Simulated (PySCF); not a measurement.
# C2H4OSSi: the cost of one run

The runs use PySCF 2.14.0, with density-fitted response routines of our own; the level of theory stands in each step. All values are computed, except where a source is named. Atoms count from 0, in the outputs and in this text.

## (1) Starting geometry

9 atoms, charge 0, multiplicity 1; geometry from: PBE0-D3(BJ)/def2-SVP.

Bonds of the start (Å): C0–C1 1.22, C1–Si2 1.83, Si2–O3 1.66, Si2–S4 2.14, C0–H5 1.08, Si2–H6 1.48, O3–H7 0.96, S4–H8 1.35.

## (2) X-ray photoelectron lines: SCAN, X2C

Job settings and geometry (Å):

```
{"job": {"kind": "xps"}, "charge": 0, "multiplicity": 1}
C      2.210823    -0.215766    -0.405175
C      1.059653    -0.278600    -0.014428
Si    -0.681337    -0.356063     0.555990
O     -1.637930    -1.026299    -0.618132
S     -1.226616     1.634330     1.134904
H      3.229521    -0.161799    -0.747799
H     -0.850881    -1.223133     1.741575
H     -1.639341    -0.607356    -1.483944
H     -0.408472     2.223520     0.235656
```

With the program's defaults for keys left out, this is: delta-SCF UKS SCAN, pcX-2 on the ionised atom, pcseg-1 elsewhere, spin-free X2C.

The run is started by

```
OMP_NUM_THREADS=1 python probes_run.py task.json out
```

This one command runs all jobs of the session in turn.

**Question.** How long does this first job take on 1 thread of Arm Neoverse V1, shared host, and how much memory does it need?

About 31 s, with a peak of 0.47 GiB.
